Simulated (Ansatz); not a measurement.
# FH2NbO2S: a ladder of functionals and wavefunction methods

An exercise on one series of results from a longer session: the logs are not shown, and one member is left open.

Computed with Ansatz 0.2.0, Gaussian basis. Level: functionals in def2-TZVPP, the program's frozen cores in correlated methods.

Plan: LDA (SPW92), PBE-D4, revPBE-D4, BLYP-D4, r2SCAN-D4, B97M-V, PBE0-D4, B3LYP-D4, r2SCANh-D4, r2SCAN0-D4, HSE06-D4, BHLYP-D4, CAM-B3LYP-D4, LC-ωPBE, ωB97X-V, ωB97M-V, B2PLYP, PBE-QIDH; CCSD(T)/def2-SVP; CCSD(T)/def2-TZVPP; MP2/def2-QZVPP; extrapolation to the limit; RPA on PBE.

### The geometry

The geometry comes from an earlier relaxation with PBE0-D4 in a triple-zeta def2 set; it is a stationary point, not always the lowest conformer. Nb takes the def2 core potential; no spin-orbit term is included.

SMILES `[OH][Nb]([OH])([F])=[S]`, 7 atoms, charge 0, spin multiplicity 1.

Atoms are counted from 1 here; the program's logs count them from 0.

Bond lengths: O1–Nb2 1.876 Å, O1–H6 0.959 Å, Nb2–O3 1.876 Å, Nb2–F4 1.864 Å, Nb2–S5 2.142 Å, O3–H7 0.959 Å. Angles: Nb2–O1–H6 131.1°, O1–Nb2–O3 108.7°, O1–Nb2–F4 109.9°, O1–Nb2–S5 109.2°, O3–Nb2–F4 109.9°, O3–Nb2–S5 109.2°, F4–Nb2–S5 109.8°, Nb2–O3–H7 131.0°.

Coordinates:

```xyz
7

O    -1.4404    0.5306    0.7593
Nb   -0.0859   -0.1618   -0.3379
O     1.1663   -1.0495    0.7402
F    -0.8153   -1.3502   -1.5749
S     0.8831    1.4490   -1.3641
H    -1.7558    1.4280    0.8802
H     2.1092   -0.9142    0.8513
```

The first run:

in.yaml reads:

```yaml
crystal:
  periodic: [false, false, false]
  atoms:
    - {symbol: O, position_ang: [-1.440406, 0.530566, 0.759332]}
    - {symbol: Nb, position_ang: [-0.085867, -0.161828, -0.337888]}
    - {symbol: O, position_ang: [1.166327, -1.049464, 0.740246]}
    - {symbol: F, position_ang: [-0.815258, -1.350219, -1.574882]}
    - {symbol: S, position_ang: [0.883134, 1.449014, -1.364079]}
    - {symbol: H, position_ang: [-1.755786, 1.428035, 0.880209]}
    - {symbol: H, position_ang: [2.109157, -0.914203, 0.851262]}
basis:
  gaussian: {orbitals: def2-TZVPP}
hamiltonian: {xc: lda}
output: {orbitals: {seedname: orbitals}}
```

Among the steps run: LDA; PBE-D4 (GGA); revPBE-D4 (GGA); BLYP-D4 (GGA); r2SCAN-D4 (meta-GGA); B97M-V (meta-GGA); PBE0-D4 (hybrid); B3LYP-D4 (hybrid); r2SCANh-D4 (hybrid); r2SCAN0-D4 (hybrid); HSE06-D4 (hybrid); BHLYP-D4 (hybrid); CAM-B3LYP-D4 (range-separated); LC-ωPBE-D4 (range-separated; the results give it without D4); ωB97X-V (range-separated); ωB97M-V (range-separated); B2PLYP (double hybrid); PBE-QIDH (double hybrid).

One of the session's tables, all rows but one given; the rest of the session is left out.

It belongs to the step «Frontier levels by functional». 

| functional | HOMO (eV) | LUMO (eV) | gap (eV) |
| --- | --- | --- | --- |
| LDA (SPW92) | -6.90 | -2.95 | 3.95 |
| PBE-D4 | -6.72 | -2.75 | 3.96 |
| revPBE-D4 | -6.65 | -2.68 | 3.97 |
| BLYP-D4 | -6.55 | -2.63 | 3.91 |
| r2SCAN-D4 | -7.01 | -2.68 | 4.34 |
| B97M-V | -7.02 | -2.59 | 4.42 |
| PBE0-D4 | -7.94 | -2.01 | 5.93 |
| B3LYP-D4 | -7.69 | -2.21 | 5.48 |
| r2SCANh-D4 | -7.46 | -2.39 | 5.07 |
| r2SCAN0-D4 | -8.13 | -1.95 | 6.18 |
| HSE06-D4 | -7.54 | -2.39 | 5.15 |
| BHLYP-D4 | -8.97 | -1.10 | 7.88 |
| CAM-B3LYP-D4 | ? | ? | ? |
| LC-ωPBE | -10.52 | 0.18 | 10.70 |
| ωB97X-V | -10.18 | 0.12 | 10.31 |
| ωB97M-V | -10.04 | 0.08 | 10.12 |

Q: Estimate the row for CAM-B3LYP-D4 from the others.

**Answer.** HOMO (eV): -9.20; LUMO (eV): -0.92; gap (eV): 8.28. In the column «HOMO (eV)» it lies between ωB97M-V (-10.04) and BHLYP-D4 (-8.97).
